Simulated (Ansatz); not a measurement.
# SnH₂ (triplet): trial inputs and their diagnosis at scale of all distances = 0.871

4 inputs are run for SnH₂ (triplet) as typed; the log has to tell whether the result can be used and what must change.

The runs use Ansatz 0.2.0, Gaussian basis; the settings change from run to run.

15 further runs of the same task are left out: 7 that didn't finish, 8 set aside as unsound or not needed.

## (1) What is computed

The geometry derives from a PBE0/def2-TZVP stationary point (not a proven minimum). All distances are scaled together. No spin-orbit coupling is included. Elements past krypton take def2 core potentials.

3 atoms, charge 0, spin multiplicity 3.

Atoms are counted from 1 here; the program's logs count them from 0.

Bond lengths: Sn1–H2 1.494 Å, Sn1–H3 1.494 Å. Angles: H2–Sn1–H3 119.7°.

## (2) Input 1

The input, in.yaml:

```yaml
crystal:
  periodic: [false, false, false]
  atoms:
    - {symbol: Sn, position_ang: [0.000000, -0.012535, 0.000000]}
    - {symbol: H, position_ang: [0.000000, 0.738132, -1.291478]}
    - {symbol: H, position_ang: [0.000000, 0.738132, 1.291478]}
basis:
  gaussian: {orbitals: def2-SVP}
magnetization: {spin_polarized: false, initial_magnetization: 2}
hamiltonian: {pseudopotentials: {relativity: scalar}}
correlation: {method: sc_nevpt2, electrons: all, active_space: {window: {electrons: 4, orbitals: 3}, states: [{multiplicity: 3, weights: [0.5, 0.5, 1, 1]}]}}
```

Command:

```console
$ ansatz run in.yaml --threads 1 --pin off --events-out ev --progress --plain --max-ram 2393MiB
```

What it wrote:

```text
Functional definition: HF
  name "HF"
  cite "Fock, Z. Phys. 61, 126 (1930) doi:10.1007/BF01340294"
  parent pbe
  exchange = exact_x
  correlation = 0
769 factors; integrals over basis functions are off by at most 1.7e-7 eV
mean field evaluation 1: about -5833.8899 eV, gradient 7.7e0 eV
mean field evaluation 2: about -5833.8974 eV, gradient 7.7e0 eV
mean field evaluation 4: about -5834.4470 eV, gradient 8.4e-1 eV
mean field evaluation 8: about -5834.4517 eV, gradient 1.9e-3 eV
mean field -5834.45172233 eV, -214.4121460622 hartree, gradient 5.3e-7 eV, S^2 2.000000; 0 other end points of the search recorded, 0 dependent functions left out
reference -5834.45172233 eV, -214.4121460622 hartree; 13, 11 occupied and 23, 25 virtual orbitals, 769 factors
Error: 4 states are sought, and the space of determinants holds 3 states of this symmetry and spin
```

It took 0.45 s on 1 thread of Arm Neoverse V2, shared host.

What is wrong: The run stopped with an error. It says: «4 states are sought, and the space of determinants holds 3 states of this symmetry and spin». Cure: ask for fewer states or enlarge the space.

## (3) Input 2

The input, in.yaml:

```yaml
crystal:
  periodic: [false, false, false]
  atoms:
    - {symbol: Sn, position_ang: [0.000000, -0.012535, 0.000000]}
    - {symbol: H, position_ang: [0.000000, 0.738132, -1.291478]}
    - {symbol: H, position_ang: [0.000000, 0.738132, 1.291478]}
basis:
  gaussian: {orbitals: def2-SVP}
magnetization: {spin_polarized: false, initial_magnetization: 2}
hamiltonian: {xc: pbe}
correlation: {method: sc_nevpt2, electrons: valence, active_space: {window: {electrons: 4, orbitals: 4}}}
scf: {lower_state_search: off}
```

The command is unchanged.

What it wrote:

```text
Error: invalid value for `correlation.active_space`: it starts from restricted Hartree–Fock orbitals; set hamiltonian.xc: hf without magnetization.spin_polarized
```

Wall time 0.03 s (1 thread of Arm Neoverse V2, shared host).

What is wrong: The run was refused. An active space is asked on a functional's orbitals. Cure: start from Hartree-Fock.

## (4) Input 3

The input, in.yaml:

```yaml
crystal:
  periodic: [false, false, false]
  atoms:
    - {symbol: Sn, position_ang: [0.000000, -0.012535, 0.000000]}
    - {symbol: H, position_ang: [0.000000, 0.738132, -1.291478]}
    - {symbol: H, position_ang: [0.000000, 0.738132, 1.291478]}
basis:
  gaussian: {orbitals: def2-SVP, point_charges: [{charge: -1.00, position_ang: [4.800, 0.341, 0.618]}]}
magnetization: {spin_polarized: false, initial_magnetization: 2}
correlation: {method: fic_mrcisd_q, electrons: valence}
```

Same command.

What it wrote:

```text
Error: this correlation method needs an active space: name one as the reference
```

Wall time 0.03 s (1 thread of Arm Neoverse V2, shared host).

Diagnosis: The run was refused. This method needs an active space and has none. Cure: add an active_space block.

## (5) Input 4

The input, in.yaml:

```yaml
crystal:
  periodic: [false, false, false]
  atoms:
    - {symbol: Sn, position_ang: [0.000000, -0.012535, 0.000000]}
    - {symbol: H, position_ang: [0.000000, 0.738132, -1.291478]}
    - {symbol: H, position_ang: [0.000000, 0.738132, 1.291478]}
basis:
  gaussian: {orbitals: def2-SVP, fitting: {mean_field: def2-universal-jkfit}}
magnetization: {spin_polarized: false, initial_magnetization: 3}
hamiltonian: {pseudopotentials: {relativity: scalar}}
correlation: {method: mp2, electrons: all}
```

The command is unchanged.

What it wrote:

```text
Error: a molecule whose nuclei and cores have a total charge of 24 cannot have a net charge of 0 together with 3 unpaired electrons
```

Wall time 0.03 s (1 thread of Arm Neoverse V2, shared host).

What is wrong: The run was refused. The number of unpaired electrons doesn't fit the electron count. Fix: make charge and initial_magnetization agree.

## (6) How the runs ended

```
input                    level                ended                                                                                        cause    time
    1     NEVPT2(4,3)/def2-SVP  stopped by an error  4 states are sought, and the space of determinants holds 3 states of this symmetry and spin  0.45 s
    2     NEVPT2(4,4)/def2-SVP              refused                                          an active space is asked on a functional's orbitals  0.03 s
    3  'fic_mrcisd_q'/def2-SVP              refused                                               this method needs an active space and has none  0.03 s
    4     MP2 on ROHF/def2-SVP              refused                              the number of unpaired electrons doesn't fit the electron count  0.03 s
```

1 stopped by an error, 3 refused.
